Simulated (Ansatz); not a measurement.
# MoHO₂ (doublet): relaxing a cheap start

Where does this start of MoHO₂ (doublet) end when it is relaxed?

Computed with Ansatz 0.2.0, Gaussian basis. Level: UKS PBE0/def2-TZVP.

**1. The system as given**

4 atoms, charge 0, spin multiplicity 2.

Atoms are counted from 1 here; the program's logs count them from 0.

Bond lengths: Mo1–O2 1.629 Å, Mo1–O3 1.629 Å, Mo1–H4 1.646 Å. Angles: O2–Mo1–O3 129.0°, O2–Mo1–H4 114.6°, O3–Mo1–H4 114.6°.

Geometry (Å):

```xyz
4
charge 0, multiplicity 2
Mo   -0.0777   -0.1369   -0.0364
O     1.5393   -0.2667    0.1102
O    -1.0170    1.1863    0.1049
H    -0.8900   -1.5657    0.0493
```

The start was built by rule and, where that kept it together, relaxed with GFN2-xTB. Sticks and bond lists go by distance. No spin-orbit coupling is included. Elements past krypton take def2 core potentials.

**2. Relaxation**

in.yaml

```yaml
crystal:
  periodic: [false, false, false]
  atoms:
    - {symbol: Mo, position_ang: [-0.077748, -0.136915, -0.036385]}
    - {symbol: O, position_ang: [1.539271, -0.266666, 0.110175]}
    - {symbol: O, position_ang: [-1.016987, 1.186313, 0.104899]}
    - {symbol: H, position_ang: [-0.890049, -1.565704, 0.049340]}
basis:
  gaussian: {orbitals: def2-TZVP}
magnetization: {spin_polarized: true, initial_magnetization: 1}
hamiltonian: {xc: pbe0}
relax: {f_tol: 0.004, max_steps: 80}
```

The run is started by

```console
> ansatz run in.yaml --threads 1 --pin off --events-out ev --progress --plain --max-ram 2176MiB
```

**Question.** What will these runs give? Wanted: energy gained; shift from the start; total energy; dipole moment; ⟨S²⟩.

As calculated:

| quantity | value |
| --- | --- |
| steps | 8 |
| energy gained | 0.905 eV |
| shift from the start (rms) | 0.209 Å |
| total energy | -5963.9897 eV |
| dipole moment | 3.66 D |
| ⟨S²⟩ | 0.756 |

In words: The bonds of the start are those of the end. Mo1–H4 went from 1.646 to 1.715 Å. No vibrations were run, so this is a stationary point, not a proven minimum, and this spin need not be the ground state's.
